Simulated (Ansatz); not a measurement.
## Li₃Cu, space group I4/mmm: a short molecular-dynamics run, step by step

Program: the Ansatz DFT code, driven from Python.

Run as a notebook:

In [1]:
```python
import ansatz as az
import numpy as np
```

In [2]:
```python
li3cu = (
    az.Lattice.from_parameters(4.592607, 4.592607, 4.592607, alpha=127.71913, beta=127.71913, gamma=77.08048)
    .atom('Li', [0.75, 0.25, 0.5])
    .atom('Li', [0.25, 0.75, 0.5])
    .atom('Li', [0.5, 0.5, 0.0])
    .atom('Cu', [0.0, 0.0, 0.0])
)
```

In [3]:
```python
# a coarse mesh keeps each step cheap
calc = (
    li3cu.supercell(2, 1, 1).calculation()
    .functional('lda')
    .basis(320, density_ratio=6)
    .kpoints(3, 3, 3, shift=0.5)
    .occupations('Gaussian', width=0.3)
    .scf(tolerance=1e-09, max_iterations=100)
    .md(az.Ensemble.NPT_LANGEVIN, timestep=0.5, steps=15, temperature=100, friction=0.01, pressure=0, initial_velocities='maxwell_boltzmann', seed=417)
)
steps = []
```

In [4]:
```python
def collect(event):
    if event['event'] == 'md_step':
        steps.append(event['data'])
```

In [5]:
```python
out = calc.session().plan().execute(on_event=collect)
summary = out.report
```
```text
DeckWarning: md: disabling space-group detection — thermal motion breaks the input geometry's symmetry, so no spatial operation reduces the k-mesh or symmetrises the density; time reversal is kept, so that k and −k are solved as one point where they differ [...]
DeckWarning: basis.ecutwfc = 320 eV is below the records' recommended 420 eV, and the density's cutoff is lower with it unless basis.ecutrho_ratio is high enough to keep the records' density cutoff: compare with a run at a higher cutoff
```

In [6]:
```python
{key: value for key, value in summary.items() if isinstance(value, (int, float)) and 'ev' in key}
```
Out [6]:
```text
{'n_hpsi_unsolved_levels': 124,
 'gap_by_band_count_ev': -1.0325898708937453,
 'fermi_energy_ev': 4.546171643995463,
 'harris_foulkes_ev': -14320.648053397896,
 'scf_correction_max_component_ev_ang': 1.5736361609694935e-06,
 'free_energy_ev': -14320.648053397872,
 'internal_energy_ev': -14320.506492721823,
 'lagrangian_ev': -14320.648053397872,
 'energy_sigma0_ev': -14320.577273059847,
 'lagrangian_sigma0_ev': -14320.577273059847,
 'lagrangian_above_aufbau_ev': -0.08005746227335371,
 'entropy_ts_ev': 0.1415606760500319}
```

In [7]:
```python
summary['published_state_doubts']
```
Out [7]:
```text
[]
```

In [8]:
```python
summary['n_electrons']
```
Out [8]:
```text
56.0
```

In [9]:
```python
print(' step   t (fs)     E_pot (eV)   E_kin (eV)    T (K)   P (GPa)')
for s in steps[::1]:
    print(f'{s["step"]:5d} {s["time_fs"]:8.1f} {s["lagrangian_ev"]:14.4f} {s["e_kin_ev"]:12.4f} {s["temperature_k"]:8.1f} {s["instantaneous_pressure_gpa"]:9.3f}')
```
```text
 step   t (fs)     E_pot (eV)   E_kin (eV)    T (K)   P (GPa)
    0      0.0    -14320.6516       0.0905     87.5    -1.761
    1      0.5    -14320.6516       0.0872     84.3    -1.762
    2      1.0    -14320.6515       0.0857     82.9    -1.761
    3      1.5    -14320.6513       0.0841     81.3    -1.757
    4      2.0    -14320.6510       0.0751     72.6    -1.760
    5      2.5    -14320.6506       0.0744     71.9    -1.755
    6      3.0    -14320.6501       0.0721     69.7    -1.750
    7      3.5    -14320.6496       0.0667     64.5    -1.746
    8      4.0    -14320.6490       0.0633     61.2    -1.740
    9      4.5    -14320.6484       0.0616     59.6    -1.732
   10      5.0    -14320.6478       0.0623     60.2    -1.718
   11      5.5    -14320.6472       0.0553     53.5    -1.710
   12      6.0    -14320.6467       0.0518     50.1    -1.697
   13      6.5    -14320.6462       0.0504     48.7    -1.680
   14      7.0    -14320.6456       0.0465     45.0    -1.666
   15      7.5    -14320.6451       0.0449     43.4    -1.649
```

In [10]:
```python
temperature = np.array([s['temperature_k'] for s in steps])
print(f'mean temperature of the second half {temperature[len(steps) // 2 :].mean():.1f} K')
```
```text
mean temperature of the second half 52.7 K
```

In [11]:
```python
track = np.array([s['positions_ang'] for s in steps])
names = np.array([site.symbol for site in out.lattice.sites])
for name in sorted(set(names)):
    msd = ((track[:, names == name] - track[0, names == name]) ** 2).sum(axis=2).mean(axis=1)
    print(f'mean square displacement of {name} (A^2):', np.round(msd[:: max(len(msd) // 6, 1)], 4))
```
```text
mean square displacement of Cu (A^2): [0.     0.     0.     0.     0.     0.     0.     0.0001]
mean square displacement of Li (A^2): [0.     0.     0.0001 0.0003 0.0005 0.0008 0.0012 0.0016]
```

In [12]:
```python
with open('trajectory.xyz', 'w') as handle:
    for s in steps[::5]:
        handle.write(f'{len(s["positions_ang"])}\nt = {s["time_fs"]} fs\n')
        for site, xyz in zip(out.lattice.sites, s['positions_ang']):
            handle.write('{} {:.4f} {:.4f} {:.4f}\n'.format(site.symbol, *xyz))
```

`trajectory.xyz`, as written:
```text
8
t = 0.0 fs
Li 2.2963 -0.0000 1.4307
Li 0.5134 2.2382 1.4307
Li 2.8097 2.2382 0.0000
Cu 0.0000 0.0000 0.0000
Li 6.8889 -0.0000 1.4307
Li 5.1060 2.2382 1.4307
Li 7.4023 2.2382 0.0000
Cu 4.5926 0.0000 0.0000
8
t = 2.5 fs
Li 2.2929 0.0061 1.4321
Li 0.5142 2.2279 1.4245
Li 2.8127 2.2274 -0.0063
Cu 0.0000 0.0037 -0.0007
Li 6.8785 -0.0056 1.4351
Li 5.0890 2.2244 1.4455
Li 7.4076 2.2436 -0.0079
Cu 4.5927 -0.0009 0.0002
8
t = 5.0 fs
Li 2.2887 0.0079 1.4331
Li 0.5155 2.2207 1.4174
Li 2.8148 2.2149 -0.0134
Cu -0.0004 0.0069 -0.0013
Li 6.8674 -0.0068 1.4381
Li 5.0712 2.2095 1.4557
Li 7.4110 2.2465 -0.0150
Cu 4.5901 -0.0020 0.0000
8
t = 7.5 fs
Li 2.2853 0.0075 1.4330
Li 0.5181 2.2130 1.4108
Li 2.8154 2.2037 -0.0194
Cu -0.0013 0.0088 -0.0016
Li 6.8543 -0.0066 1.4411
Li 5.0535 2.1929 1.4631
Li 7.4097 2.2476 -0.0211
Cu 4.5840 -0.0032 -0.0005
```

Notes:
- The settings weren't tested for convergence.
- The cutoff lies under the one recommended for these potentials.
- The run is spin-unpolarised.
- Under the recommended cutoff a pressure can be off by several GPa, even in sign.
- The mesh is modest for a metal, so energies can be off by several to tens of meV an atom and pressures by half a GPa or more; differences at equal mesh fare better.
- Only differences from the Fermi energy are physical; the zero of the scale is a convention.
- The free energy holds a sizeable smearing term, which stands for no physical temperature.
- A gap by band count of zero or less means overlapping bands, a metal.
- This cell is a computed structure, which may not be the phase found in nature.
- Gaps and levels are Kohn-Sham values on a finite set of k-points.
- Warnings are shown shortened and without file and line.
- A small cell, a coarse mesh and a very short run: it shows the set-up and gives no equilibrium averages.
- Timing: 49 s on 1 thread of Arm Neoverse V2, with other jobs on the host, peak memory 0.42 GiB.

(Lines on the test bed's own set-up are left out of the output.)
